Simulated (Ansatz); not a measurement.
# Be12Al: the cost of one run

Method: DFT PBEsol, plane waves, PAW, scalar-relativistic, no spin polarisation, in Ansatz 0.2.0.

### Step 1. The starting structure

The cell holds 13 atoms (AlBe12): a = 4.580 Å, b = 4.580 Å, c = 14.588 Å, α = 90.00°, β = 90.00°, γ = 60.00°.

As a file:

```cif
data_structure
_symmetry_space_group_name_H-M 'P 1'
_symmetry_Int_Tables_number 1
_cell_length_a 4.5800
_cell_length_b 4.5800
_cell_length_c 14.5884
_cell_angle_alpha 90.000
_cell_angle_beta 90.000
_cell_angle_gamma 60.000
_cell_volume 265.01
loop_
_atom_site_label
_atom_site_type_symbol
_atom_site_fract_x
_atom_site_fract_y
_atom_site_fract_z
_atom_site_occupancy
Be1 Be 0.00000 0.00000 0.06855 1
Be2 Be 0.50000 0.00000 0.06855 1
Be3 Be 0.00000 0.50000 0.06855 1
Be4 Be 0.50000 0.50000 0.06855 1
Be5 Be 0.83333 0.33333 0.19154 1
Be6 Be 0.33333 0.33333 0.19154 1
Be7 Be 0.83333 0.83333 0.19154 1
Be8 Be 0.33333 0.83333 0.19154 1
Be9 Be 0.00000 0.00000 0.31453 1
Be10 Be 0.50000 0.00000 0.31453 1
Be11 Be 0.00000 0.50000 0.31453 1
Be12 Be 0.50000 0.50000 0.31453 1
Al1 Al 0.14956 0.66353 0.44134 1
```

### Step 2. End point A

Input file input.yaml:

```yaml
crystal:
  lattice:
    - [4.58, 0.0, 0.0]
    - [2.29, 3.966396, 0.0]
    - [0.0, 0.0, 14.58843]
  atoms:
    - { symbol: Be, position: [0.0, 0.0, 0.0685475] }
    - { symbol: Be, position: [0.5, 0.0, 0.0685475] }
    - { symbol: Be, position: [0.0, 0.5, 0.0685475] }
    - { symbol: Be, position: [0.5, 0.5, 0.0685475] }
    - { symbol: Be, position: [-0.1666667, 0.3333333, 0.1915364] }
    - { symbol: Be, position: [0.3333333, 0.3333333, 0.1915364] }
    - { symbol: Be, position: [-0.1666667, 0.8333333, 0.1915364] }
    - { symbol: Be, position: [0.3333333, 0.8333333, 0.1915364] }
    - { symbol: Be, position: [0.0, 0.0, 0.3145253] }
    - { symbol: Be, position: [0.5, 0.0, 0.3145253] }
    - { symbol: Be, position: [0.0, 0.5, 0.3145253] }
    - { symbol: Be, position: [0.5, 0.5, 0.3145253] }
    - { symbol: Al, position: [0.149563, 0.6635325, 0.4413381] }
basis:
  ecutwfc: 420.0
kpoints:
  mp_grid: { grid: [4, 4, 1] }
hamiltonian:
  xc: pbesol
scf:
  occupations: { method: gaussian, width: 0.05 }
  lower_state_search: "off"
relax:
  f_tol: 0.03
  max_steps: 60
  adjacent_minimum: "off"
  constraints: [{ sites: [0, 1, 2, 3] }]
output:
  write_density: true
  write_potential: true
  elf: true
  volumetric_format: npy
```

Command:

```sh
$ ansatz run input.yaml --threads 1 --pin off --max-ram 3072MiB --backend cpu --events-out ev --progress --plain --runs-dir out
```

What time and memory should one allow on 1 thread of an Arm CPU, shared host?

About 43 s, with a peak of 0.41 GiB.
